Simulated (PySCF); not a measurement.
**C₂H₇ClSi₂: a tour of settings, part 1 of 2**

Aim: see how C₂H₇ClSi₂ (`[SiH3]/C=C(\[SiH3])Cl`) answers to the choice of functional, basis, grid and SCF options.

Programs: PySCF 2.14.0, with density-fitted response routines of our own. Each step states its level of theory. These are calculated values for one molecule, in the gas phase or a continuum, unless marked as measured. Atoms are numbered from 0 throughout.

## (1) The starting structure

12 atoms, charge 0, multiplicity 1; geometry from: GFN2-xTB.

Bonds of the start (Å): Si0–C1 1.88, C1–C2 1.33, C2–Si3 1.89, C2–Cl4 1.76, Si0–H5 1.46, Si0–H6 1.46, Si0–H7 1.47, C1–H8 1.08, Si3–H9 1.46, Si3–H10 1.46, Si3–H11 1.46.

## (2) Ultraviolet spectrum: LC-wPBE/aug-pcSseg-1

The job: settings as JSON, then the geometry in Å.

```
{"job": {"kind": "uv", "xc": "LC-wPBE", "basis": "aug-pcSseg-1", "nstates": 6, "ntriplets": 5, "tda": false, "scf": {"guess": "huckel"}}, "charge": 0, "multiplicity": 1}
Si     1.885386    -0.399878     0.016462
C      0.650581     1.017461    -0.068622
C     -0.668566     0.892143    -0.056885
Si    -1.776242    -0.636982     0.048938
Cl    -1.660436     2.336563    -0.157595
H      1.728747    -1.279826    -1.143321
H      1.703202    -1.161624     1.253633
H      3.224767     0.194055     0.001439
H      1.071574     2.015083    -0.137245
H     -2.550098    -0.700006    -1.191432
H     -2.661655    -0.447953     1.197949
H     -0.946061    -1.829722     0.210651
```

Level: TDDFT LC-wPBE/aug-pcSseg-1, vertical, gas phase, core orbitals frozen in the response.

Command:

```sh
OMP_NUM_THREADS=1 python probes_run.py task.json out
```

The driver reads the jobs from task.json and runs them one after another.

The program printed:

```text
final grid: 95624 points
cycle   1  E = -1118.2267891257  dE = -7.727e-01  |g| = 1.974e+00  |ddm| = 1.249e+01
cycle   2  E = -1118.1214603231  dE =  1.053e-01  |g| = 1.913e+00  |ddm| = 1.083e+01
cycle   3  E = -1119.1581626084  dE = -1.037e+00  |g| = 1.391e-01  |ddm| = 3.935e+00
cycle   4  E = -1119.1654569349  dE = -7.294e-03  |g| = 5.703e-02  |ddm| = 6.967e-01
cycle   5  E = -1119.1663088686  dE = -8.519e-04  |g| = 1.601e-02  |ddm| = 1.895e-01
cycle   6  E = -1119.1664385324  dE = -1.297e-04  |g| = 5.720e-03  |ddm| = 7.539e-02
cycle   7  E = -1119.1664668975  dE = -2.837e-05  |g| = 3.738e-03  |ddm| = 2.814e-02
cycle   8  E = -1119.1664731726  dE = -6.275e-06  |g| = 6.799e-04  |ddm| = 1.295e-02
cycle   9  E = -1119.1664736186  dE = -4.460e-07  |g| = 1.941e-04  |ddm| = 6.252e-03
cycle  10  E = -1119.1664736399  dE = -2.123e-08  |g| = 5.812e-05  |ddm| = 8.864e-04
cycle  11  E = -1119.1664736418  dE = -1.905e-09  |g| = 2.067e-05  |ddm| = 4.175e-04
cycle  12  E = -1119.1664736420  dE = -2.485e-10  |g| = 6.464e-06  |ddm| = 1.085e-04
converged SCF energy = -1119.1664736420

Static polarisability (au): isotropic 91.400, principal 70.149 89.343 114.709

Singlet excitations
state   eV       nm        f      main configurations
  1   6.1794    200.6   0.32497   H->L+1 0.87
  2   6.5045    190.6   0.00252   H-1->L+1 0.53, H-2->L+1 0.29
  3   6.7817    182.8   0.00025   H->L+9 0.38, H->L+12 0.11
  4   6.8161    181.9   0.00169   H-2->L+1 0.50, H-1->L+1 0.26
  5   7.4717    165.9   0.00196   H->L+3 0.32, H->L 0.23, H->L+6 0.13
  6   7.7602    159.8   0.01689   H-1->L+9 0.34, H-1->L+12 0.12

Triplet excitations (Tamm-Dancoff, eV): 3.7265 5.8855 6.2895 6.4828 6.9143
```

It took 45 s on 1 thread of Arm Neoverse V2, shared host; peak memory 0.85 GiB.

The orbitals next to the gap, with their largest atomic shares:

```csv
orbital,eV,atoms
HOMO−3,-12.65,"Cl4 32 %, Si3 22 %, H9 14 %"
HOMO−2,-11.88,"Cl4 28 %, C1 28 %, Si0 17 %"
HOMO−1,-11.42,"Cl4 56 %, C2 18 %, Si3 12 %"
HOMO,-10.31,"Cl4 32 %, C1 29 %, C2 26 %"
LUMO,0.73,"H5 16 %, H6 15 %, H8 15 %"
LUMO+1,0.83,"C1 28 %, C2 24 %, Si0 17 %"
LUMO+2,0.95,"Si3 40 %, Si0 26 %, H9 12 %"
```

With each of the 6 states as a Gaussian band of 0.4 eV half-width at 1/e, the curve within the window shown has maxima at 201 nm (ε 13,000), 160 nm (ε 730) L/(mol cm). Beyond the last state computed it falls off for lack of states. The curve at chosen wavelengths:

| nm | ε (L/mol/cm) |
| --- | --- |
| 154 | 399 |
| 157 | 623 |
| 159 | 714 |
| 162 | 708 |
| 165 | 562 |
| 168 | 375 |
| 170 | 274 |
| 173 | 193 |
| 176 | 240 |
| 178 | 382 |
| 181 | 885 |
| 184 | 1936 |
| 187 | 3723 |
| 189 | 5320 |
| 192 | 8084 |
| 195 | 10748 |
| 198 | 12620 |
| 200 | 13172 |
| 203 | 12843 |
| 206 | 11337 |
| 208 | 9913 |
| 211 | 7551 |
| 214 | 5317 |
| 217 | 3485 |
| 219 | 2534 |
| 222 | 1494 |

Leading natural transition orbitals of singlet state 1: the hole lies on Cl4 34 %; C1 30 %; C2 23 %; the particle on C1, C2 about 28 % each; H8 12 %.

Ground-state properties from the same run:

| property | computed |
| --- | --- |
| dipole moment (D) | 1.34 |
| polarisability (Å³) | 13.54 |
| HOMO–LUMO gap (eV) | 11.04 |
| −ε(HOMO) (eV) | 10.31 |

Orbitals, density, ELF and potential are computed afterwards from the orbital file.

Frontier orbitals at LC-wPBE/aug-pcSseg-1, with the share of their density that lies nearest to each atom:

```
orbital  energy (eV)                                                           lies on
   HOMO       -10.31                                        Cl4 32 %; C1 30 %; C2 23 %
   LUMO         0.73  H7 27 %; H5, H6, H8 about 16 % each; H9, H10, H11 about 6 % each
```

ELF in a plane through or near 8 of the atoms.

Values, 10 rows by 14 columns:
```
0.00 0.00 0.00 0.00 0.00 0.00 0.00 0.00 0.00 0.00 0.00 0.00 0.00 0.00
0.00 0.00 0.00 0.00 0.00 0.00 0.00 0.00 0.00 0.00 0.00 0.00 0.00 0.00
0.00 0.00 0.00 0.00 0.01 0.01 0.00 0.55 0.99 0.47 0.00 0.00 0.00 0.00
0.00 0.00 0.00 0.02 0.20 0.26 0.02 0.93 1.00 0.81 0.10 0.01 0.00 0.00
0.00 0.01 0.78 0.85 0.17 0.24 0.13 0.08 0.16 0.59 0.40 0.12 0.00 0.00
0.00 0.05 1.00 1.00 0.40 0.59 0.71 0.49 0.95 0.34 0.17 0.04 0.00 0.00
0.00 0.00 0.72 0.87 0.06 0.70 0.29 0.79 0.64 0.52 0.45 0.03 0.00 0.00
0.00 0.00 0.00 0.00 0.08 1.00 0.94 0.05 0.62 0.75 0.87 0.25 0.00 0.00
0.00 0.00 0.00 0.00 0.00 0.25 0.02 0.22 0.87 0.77 0.31 0.02 0.00 0.00
0.00 0.00 0.00 0.00 0.00 0.00 0.00 0.01 0.12 0.07 0.00 0.00 0.00 0.00
```
The map spans 11.6 Å across and 9.9 Å up, centred on the molecule. Atoms in the plane (x, y in Å): Si0 (-1.9, 0.4), C1 (-0.6, -1.0), C2 (0.7, -0.9), Si3 (1.8, 0.6), Cl4 (1.7, -2.3), H7 (-3.2, -0.2), H8 (-1.1, -2.0), H11 (0.9, 1.8).

On the surface of density 0.002 e/bohr³ the electrostatic potential runs, from the 1st to the 99th percentile, from -0.57 V near Cl4 to 1.21 V near H11.

## (3) Ultraviolet spectrum: PBE0/pcseg-1 in chloroform

Same as in step 2 but for these lines:

```diff
@@ -1,2 +1,2 @@
-{"job": {"kind": "uv", "xc": "LC-wPBE", "basis": "aug-pcSseg-1", "nstates": 6, "ntriplets": 5, "tda": false, "scf": {"guess": "huckel"}}, "charge": 0, "multiplicity": 1}
+{"job": {"kind": "uv", "xc": "PBE0", "basis": "pcseg-1", "solvent": "chloroform", "nstates": 25, "ntriplets": 2, "tda": false, "scf": {"conv": 1e-08}}, "charge": 0, "multiplicity": 1}
 Si     1.885386    -0.399878     0.016462
```

Level: TDDFT PBE0/pcseg-1, vertical, IEF-PCM chloroform (non-equilibrium linear response), core orbitals frozen in the response.

The program printed:

```text
final grid: 95624 points
cycle   1  E = -1118.9921751124  dE =  2.266e-01  |g| = 2.626e-01  |ddm| = 3.528e+00
cycle   2  E = -1118.9825545755  dE =  9.621e-03  |g| = 3.320e-01  |ddm| = 6.204e-01
cycle   3  E = -1119.0098445978  dE = -2.729e-02  |g| = 7.111e-02  |ddm| = 3.651e-01
cycle   4  E = -1119.0111832059  dE = -1.339e-03  |g| = 1.819e-02  |ddm| = 9.879e-02
cycle   5  E = -1119.0112790257  dE = -9.582e-05  |g| = 4.181e-03  |ddm| = 2.836e-02
cycle   6  E = -1119.0112837724  dE = -4.747e-06  |g| = 1.451e-03  |ddm| = 7.086e-03
cycle   7  E = -1119.0112843731  dE = -6.007e-07  |g| = 2.620e-04  |ddm| = 2.314e-03
cycle   8  E = -1119.0112843926  dE = -1.950e-08  |g| = 4.068e-05  |ddm| = 3.976e-04
cycle   9  E = -1119.0112843931  dE = -4.777e-10  |g| = 8.445e-06  |ddm| = 6.503e-05
converged SCF energy = -1119.0112843931

Static polarisability (au): isotropic 99.031, principal 69.460 95.518 132.116

Singlet excitations
state   eV       nm        f      main configurations
  1   5.8035    213.6   0.36136   H->L 0.96
  2   6.0732    204.1   0.00117   H-1->L 0.98
  3   6.4027    193.6   0.00037   H->L+1 0.86
  4   6.4199    193.1   0.00797   H-2->L 0.94
  5   7.0731    175.3   0.00162   H->L+2 0.89
  6   7.4045    167.4   0.00423   H-4->L 0.86, H-3->L 0.11
  7   7.4686    166.0   0.04713   H-3->L 0.52, H-1->L+1 0.34
  8   7.5258    164.7   0.07012   H-1->L+1 0.50, H-3->L 0.32
  9   7.6784    161.5   0.00006   H->L+3 0.91
 10   7.7473    160.0   0.01450   H-6->L 0.87
 11   7.8390    158.2   0.08494   H-5->L 0.84
 12   8.0737    153.6   0.00339   H->L+4 0.94
 13   8.1440    152.2   0.05264   H-2->L+1 0.58, H-1->L+2 0.16
 14   8.3168    149.1   0.05903   H-1->L+2 0.62, H-2->L+1 0.26
 15   8.3701    148.1   0.01040   H->L+5 0.72, H->L+6 0.13
 16   8.4787    146.2   0.00637   H->L+6 0.67, H->L+5 0.13, H-3->L+1 0.11
 17   8.6103    144.0   0.00786   H-3->L+1 0.68, H->L+6 0.15
 18   8.6692    143.0   0.17216   H-2->L+2 0.57, H-1->L+3 0.23
 19   8.7723    141.3   0.00084   H-8->L 0.87
 20   8.7751    141.3   0.01345   H-7->L 0.34, H->L+7 0.18, H-1->L+3 0.17
 21   8.8707    139.8   0.02488   H-4->L+1 0.31, H->L+7 0.22, H-6->L+1 0.12
 22   8.9467    138.6   0.12257   H->L+8 0.59, H->L+7 0.15
 23   8.9816    138.0   0.34530   H-1->L+3 0.26, H->L+8 0.22, H-2->L+2 0.21
 24   9.0631    136.8   0.03924   H-4->L+2 0.44, H-1->L+4 0.12, H->L+7 0.09
 25   9.1178    136.0   0.01339   H-5->L+1 0.72

Triplet excitations (Tamm-Dancoff, eV): 3.7992 5.6463
```

Wall time 17 s (1 thread of Arm Neoverse V2, shared host); peak memory 0.63 GiB.

In short: HOMO -7.68 eV, LUMO -1.16 eV; lowest singlet 5.80 eV.

## (4) NMR shieldings: PBE0/pcSseg-1

Same as in step 3 but for these lines:

```diff
@@ -1,2 +1,2 @@
-{"job": {"kind": "uv", "xc": "PBE0", "basis": "pcseg-1", "solvent": "chloroform", "nstates": 25, "ntriplets": 2, "tda": false, "scf": {"conv": 1e-08}}, "charge": 0, "multiplicity": 1}
+{"job": {"kind": "nmr", "xc": "PBE0", "basis": "pcSseg-1", "pop": true, "grid": 3, "scf": {"level_shift": 0.2}}, "charge": 0, "multiplicity": 1}
 Si     1.885386    -0.399878     0.016462
```

Method: GIAO PBE0/pcSseg-1 NMR shielding, non-relativistic, gas phase.

The program printed:

```text
final grid: 154136 points
cycle   1  E = -1118.9818129785  dE =  2.434e-01  |g| = 3.485e-01  |ddm| = 3.095e+00
cycle   2  E = -1119.0029775651  dE = -2.116e-02  |g| = 2.860e-01  |ddm| = 6.526e-01
cycle   3  E = -1119.0203982118  dE = -1.742e-02  |g| = 4.835e-02  |ddm| = 2.349e-01
cycle   4  E = -1119.0211480504  dE = -7.498e-04  |g| = 1.681e-02  |ddm| = 9.151e-02
cycle   5  E = -1119.0212222569  dE = -7.421e-05  |g| = 4.111e-03  |ddm| = 2.533e-02
cycle   6  E = -1119.0212280709  dE = -5.814e-06  |g| = 1.435e-03  |ddm| = 8.702e-03
cycle   7  E = -1119.0212289965  dE = -9.256e-07  |g| = 5.832e-04  |ddm| = 3.136e-03
cycle   8  E = -1119.0212291515  dE = -1.550e-07  |g| = 1.272e-04  |ddm| = 1.313e-03
cycle   9  E = -1119.0212291678  dE = -1.637e-08  |g| = 5.044e-05  |ddm| = 5.225e-04
cycle  10  E = -1119.0212291703  dE = -2.414e-09  |g| = 1.760e-05  |ddm| = 1.844e-04
cycle  11  E = -1119.0212291706  dE = -3.527e-10  |g| = 6.158e-06  |ddm| = 6.728e-05
level shift removed, Fock matrix diagonalised once more
converged SCF energy = -1119.0212291706

GIAO shielding tensors (ppm)
atom      isotropic    diamagn.    paramagn.     s11        s22        s33       span
  0 Si     433.620     880.112    -446.493    414.938    424.994    460.928     45.991
  1 C       45.810     257.394    -211.584    -63.682     47.379    153.734    217.416
  2 C       26.818     257.757    -230.938    -90.984     51.639    119.799    210.783
  3 Si     426.086     880.074    -453.988    405.054    411.662    461.542     56.488
  4 Cl     591.006    1146.387    -555.381    320.346    520.098    932.573    612.227
  5 H       27.437      29.342      -1.905     24.002     26.411     31.900      7.898
  6 H       27.408      29.381      -1.972     23.972     26.479     31.773      7.800
  7 H       27.558      28.703      -1.145     24.275     25.689     32.710      8.435
  8 H       24.738      30.876      -6.138     22.464     22.749     29.003      6.539
  9 H       27.485      28.605      -1.120     24.409     25.916     32.131      7.722
 10 H       27.508      28.610      -1.102     24.256     26.166     32.103      7.847
 11 H       27.304      29.805      -2.500     23.020     27.295     31.598      8.578
```

Run time: 22 s. Hardware: 1 thread of Arm Neoverse V2, shared host; peak memory 0.8 GiB.

The references, computed at this level on geometries of the same kind, shield at (ppm): 1H TMS 31.72, 13C TMS 186.9, 29Si TMS 349.2, 35Cl HCl 950. Their shielding less the atom's gives the shift. The references are single molecules in the gas phase. Atoms listed in one row are averaged.

| atoms | environment | σ (ppm) | δ (ppm) | δ scaled to CDCl3 |
| --- | --- | --- | --- | --- |
| C2 | fully substituted alkene carbon | 26.8 | 160.1 | 154.3 |
| C1 | alkene CH | 45.8 | 141.1 | 135.8 |
| H8 | hydrogen on an alkene CH | 24.74 | 6.98 | 6.68 |
| H9, H10, H11 | hydrogen on a silicon bonded to C | 27.43 | 4.28 | – |
| H5, H6, H7 | hydrogen on a silicon bonded to C | 27.47 | 4.25 | – |
| Si3 | silicon bonded to C, 3 H | 426.1 | -76.9 | – |
| Si0 | silicon bonded to C, 3 H | 433.6 | -84.5 | – |
| Cl4 | chlorine bonded to C | 591 | 359 | – |

The scaled column applies a straight-line fit of computed shieldings to shifts measured in CDCl3, with any fitted terms for Cl, Br or S neighbours (root-mean-square error 0.16 ppm for H, 1.9 ppm for C).

Charges from the same density, by scheme (e):

```
atoms  Mulliken    IAO  Hirshfeld  ESP fit
  Si0      0.51   0.60       0.32     0.35
   C1     -0.31  -0.43      -0.15    -0.16
   C2     -0.42  -0.24      -0.06    -0.19
  Si3      0.61   0.61       0.31     0.42
  Cl4     -0.09  -0.05      -0.04    -0.08
```

Mayer bond orders: Si0–C1 0.87, C1–C2 1.88, C2–Si3 0.81, C2–Cl4 1.03.

(Continued in part 2 of 2.)
